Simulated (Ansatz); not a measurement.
Write the native input for Ansatz 0.2.0 that does the following.

```
Task                : band structure
Functional          : PBE
Potentials or basis : all-electron LAPW, scalar-relativistic
Cutoff              : 740 eV (chosen from the basis error)
Basis error allowed : 0.002 eV/atom
k mesh              : 5 × 4 × 4
Occupations         : fermi-dirac, width 0.05 eV
Spin                : no spin polarisation
```

HPbNO4:

```
CELL_PARAMETERS angstrom
4.27531 -0.00040 0.00636
-2.08399 5.20775 -0.04907
-2.12377 -1.86574 4.91491
ATOMIC_POSITIONS crystal
H 0.99073 0.03330 0.90994
Pb 0.50274 0.81989 0.14287
N 0.00838 0.47408 0.50265
O 0.99816 0.92741 0.02877
O 0.19467 0.73435 0.60852
O 0.81673 0.35882 0.24556
O 0.01381 0.33121 0.65217
```

The cell was built by a generator and needn't be a form met in nature.

These files were run (other wordings do the same):

input.yaml

```yaml
crystal:
  lattice:
    - [4.27531, -0.0004, 0.00636]
    - [-2.08399, 5.20775, -0.04907]
    - [-2.12377, -1.86574, 4.91491]
  atoms:
    - { symbol: H, position: [0.99073, 0.0333, 0.90994] }
    - { symbol: Pb, position: [0.50274, 0.81989, 0.14287] }
    - { symbol: "N", position: [0.00838, 0.47408, 0.50265] }
    - { symbol: O, position: [0.99816, 0.92741, 0.02877] }
    - { symbol: O, position: [0.19467, 0.73435, 0.60852] }
    - { symbol: O, position: [0.81673, 0.35882, 0.24556] }
    - { symbol: O, position: [0.01381, 0.33121, 0.65217] }
kpoints:
  mp_grid: { grid: [5, 4, 4] }
  band_path:
    path: [[0.0, 0.5, 0.0], [0.0, 0.0, 0.0], [0.0, 0.0, -0.5]]
    npoints: 12
scf:
  occupations: { method: fermi_dirac, width: 0.05 }
hamiltonian:
  xc: pbe
  pseudopotentials: { kind: all_electron, lapw: { basis_error: 0.002 } }
output:
  forces: true
  stress: true
  eigenvalues: true
```

Potentials or basis: all-electron LAPW, scalar-relativistic.

The run is started by

```console
$ ansatz run input.yaml --threads 8 --pin off --max-ram 24576MiB --backend cpu --events-out ev --progress --plain --runs-dir out
```

It gave:

```json
{"Pressure": "-0.1 GPa", "Largest force": "0.050 eV/Å", "Band gap on the k mesh": "2.97 eV, indirect (least direct gap 3.17 eV)", "Band gap along the path": "3.61 eV, indirect (least direct gap 3.76 eV)"}
```

Caveat: spin-orbit coupling is left out, which as a rule narrows the gap of such compounds by several tenths of an eV.

It took 38 s on 8 threads of AMD EPYC 9R45 96-Core Processor (Zen 5), with other jobs on the host, peak memory 2.2 GiB.
